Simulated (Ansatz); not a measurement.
# H7PSn: the cost of one run

All numbers below are computed with Ansatz 0.2.0 (RKS PBE/def2-SVP).

### Step 1. Starting point

Bond lengths: Sn1–H3 1.740 Å, Sn1–H4 1.739 Å, Sn1–H5 1.739 Å, Sn1–P6 2.760 Å, P6–H7 1.420 Å, P6–H8 1.420 Å. Angles: H3–Sn1–H4 109.5°, H3–Sn1–H5 109.5°, H3–Sn1–P6 178.9°, H4–Sn1–H5 109.5°, H4–Sn1–P6 70.0°, H5–Sn1–P6 70.0°, Sn1–P6–H7 109.5°, Sn1–P6–H8 109.5°, H7–P6–H8 109.4°.

Structure file:

```xyz
9

Sn    0.0000    0.0000    0.0000
H     0.0000    0.0000    2.0900
H     1.6408    0.0000   -0.5794
H    -0.8195    1.4198   -0.5794
H    -0.8195   -1.4198   -0.5794
P    -2.6192    0.0000    0.8703
H    -3.3856   -0.8853    0.0670
H    -2.6690   -0.4268    2.2237
H    -1.0285    0.0000    2.1074
```

### Step 2. Pulling towards end A

Springs on the bonds that form and break draw the guess towards this end; the thresholds are loose.

The input, input.yaml:

```yaml
crystal:
  periodic: [false, false, false]
  atoms:
    - { symbol: Sn, position_ang: [0.0, 0.0, 0.0] }
    - { symbol: H, position_ang: [0.0, 0.0, 2.09] }
    - { symbol: H, position_ang: [1.6408, 0.0, -0.5794] }
    - { symbol: H, position_ang: [-0.8195, 1.4198, -0.5794] }
    - { symbol: H, position_ang: [-0.8195, -1.4198, -0.5794] }
    - { symbol: P, position_ang: [-2.6192, 0.0, 0.8703] }
    - { symbol: H, position_ang: [-3.3856, -0.8853, 0.067] }
    - { symbol: H, position_ang: [-2.669, -0.4268, 2.2237] }
    - { symbol: H, position_ang: [-1.0285, 0.0, 2.1074] }
basis:
  gaussian: { orbitals: def2-SVP }
hamiltonian:
  xc: pbe
relax:
  f_tol: 0.15
  max_steps: 25
  restrain:
    - { distance: [0, 5], at: 3.66, k: 30.0 }
    - { distance: [8, 1], at: 1.86, k: 30.0 }
    - { distance: [0, 1], at: 1.74, k: 30.0 }
    - { distance: [8, 5], at: 1.42, k: 30.0 }
```

Command:

```console
$ ansatz run input.yaml --threads 2 --pin off --max-ram 3072MiB --backend cpu --events-out ev --progress --plain --runs-dir out
```

Q: Estimate wall time and peak memory on 2 threads of Arm Neoverse V1, shared host.

About 18 s, with a peak of 0.11 GiB.
